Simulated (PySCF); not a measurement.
# Sm2S3: forces at shaken geometries

Aim: move all atoms of relaxed Sm2S3 at random and read energies and forces. The species was built from a template and needn't be a known compound.

Program: PySCF 2.14.0. Level of theory: r2SCAN, Sm lcecp-1-SVP with ECP51, S def2-SVP; scalar-relativistic core potentials, no spin–orbit coupling. These are calculated values, not measurements.

4 further runs of the same task are left out: 2 for a known fault of the program, 2 that didn't finish.

### 1 Where the work starts

5 atoms, charge 0, spin multiplicity 1.

Bond lengths: Sm1–Sm2 3.189 Å, Sm1–S3 2.606 Å, Sm1–S4 2.606 Å, Sm1–S5 2.606 Å, Sm2–S3 2.606 Å, Sm2–S4 2.606 Å, Sm2–S5 2.606 Å. Angles: Sm2–Sm1–S3 52.3°, Sm2–Sm1–S4 52.3°, Sm2–Sm1–S5 52.3°, S3–Sm1–S4 86.5°, S3–Sm1–S5 86.5°, S4–Sm1–S5 86.5°, Sm1–Sm2–S3 52.3°, Sm1–Sm2–S4 52.3°, Sm1–Sm2–S5 52.3°, S3–Sm2–S4 86.5°, S3–Sm2–S5 86.5°, S4–Sm2–S5 86.5°, Sm1–S3–Sm2 75.4°, Sm1–S4–Sm2 75.4°, Sm1–S5–Sm2 75.4°.

Geometry (Å):

```xyz
5

Sm    0.0000    0.0000    1.5943
Sm    0.0000    0.0000   -1.5943
S     2.0610    0.0000    0.0000
S    -1.0305    1.7849    0.0000
S    -1.0305   -1.7848    0.0000
```

Formal oxidation states: Sm +3. Each metal's 5 4f electrons lie in its core potential, so multiplicities, spins and levels count the valence alone. An earlier session relaxed this geometry at r2SCAN, Sm lcecp-1-SVP with ECP51, S def2-SVP (singlet, point group D3h).

Its energy there is -1263.885710 Eh.

### 2 Atoms moved at random, σ = 0.03 Å

run.py (the lines that set the calculation)

```python
mol = gto.M(atom='''
Sm     0.00193     0.00444     1.61791
Sm     0.00585     0.02021    -1.58615
S      2.02773    -0.05212    -0.02669
S     -1.01881     1.83061    -0.01381
S     -1.01671    -1.80315     0.00874''',
    basis={'Sm': 'lcecp-1-SVP', 'S': 'def2-SVP'},
    ecp={'Sm': 'lcecp-1-SVP'},
    charge=0, spin=0)
mf = dft.RKS(mol, xc='R2SCAN')
mf.grids.atom_grid = (50, 194)  # f atoms: unpruned, at least (60, 302)
mf = mf.density_fit()  # fitting sets: Sm AutoAux, S def2-universal-JKFIT
mf.conv_tol = 1e-08; mf.max_cycle = 55
mf.kernel(dm0)  # dm0: the density of the relaxed state
```

Command:

```sh
OMP_NUM_THREADS=2 python run.py
```

### 3 Atoms moved at random, σ = 0.15 Å

run.py (the lines that set the calculation)

```python
mol = gto.M(atom='''
Sm     0.02129     0.17878     1.74838
Sm    -0.15665    -0.15481    -1.69520
S      2.20925     0.11361    -0.23810
S     -1.04687     1.60440     0.10349
S     -1.02702    -1.74197     0.08143''',
    basis={'Sm': 'lcecp-1-SVP', 'S': 'def2-SVP'},
    ecp={'Sm': 'lcecp-1-SVP'},
    charge=0, spin=0)
mf = dft.RKS(mol, xc='R2SCAN')
mf.grids.atom_grid = (50, 194)  # f atoms: unpruned, at least (60, 302)
mf = mf.density_fit()  # fitting sets: Sm AutoAux, S def2-universal-JKFIT
mf.conv_tol = 1e-08; mf.max_cycle = 55
mf.kernel(dm0)  # dm0: the density of the relaxed state
```

### 4 Atoms moved at random, σ = 0.15 Å

run.py (the lines that set the calculation)

```python
mol = gto.M(atom='''
Sm     0.28535     0.15361     1.53439
Sm     0.00575    -0.08774    -1.49838
S      2.23398    -0.13229    -0.24721
S     -1.12863     1.90080    -0.08947
S     -1.39646    -1.83439     0.30067''',
    basis={'Sm': 'lcecp-1-SVP', 'S': 'def2-SVP'},
    ecp={'Sm': 'lcecp-1-SVP'},
    charge=0, spin=0)
mf = dft.RKS(mol, xc='R2SCAN')
mf.grids.atom_grid = (50, 194)  # f atoms: unpruned, at least (60, 302)
mf = mf.density_fit()  # fitting sets: Sm AutoAux, S def2-universal-JKFIT
mf.conv_tol = 1e-08; mf.max_cycle = 55
mf.kernel(dm0)  # dm0: the density of the relaxed state
```

What does the calculation give? Wanted: for each run, σ; energy rise; harmonic estimate −½ F·u; largest force component.

**Answer**, as computed:

| σ (Å) | energy rise (eV) | harmonic estimate −½ F·u (eV) | largest force component (eV/Å) |
| --- | --- | --- | --- |
| 0.03 | 0.034 | 0.033 | 0.52 |
| 0.15 | 0.866 | 0.796 | 2.09 |
| 0.15 | 0.992 | 0.967 | 2.17 |

Every displacement raises the energy. For a harmonic well the rise equals −½ F·u; the two differ by at most 8 % here (a move with σ = 0.15 Å), from anharmonicity, the grid and the small forces left at the relaxed point. The bases are small and lack diffuse functions. Spin–orbit coupling is left out.
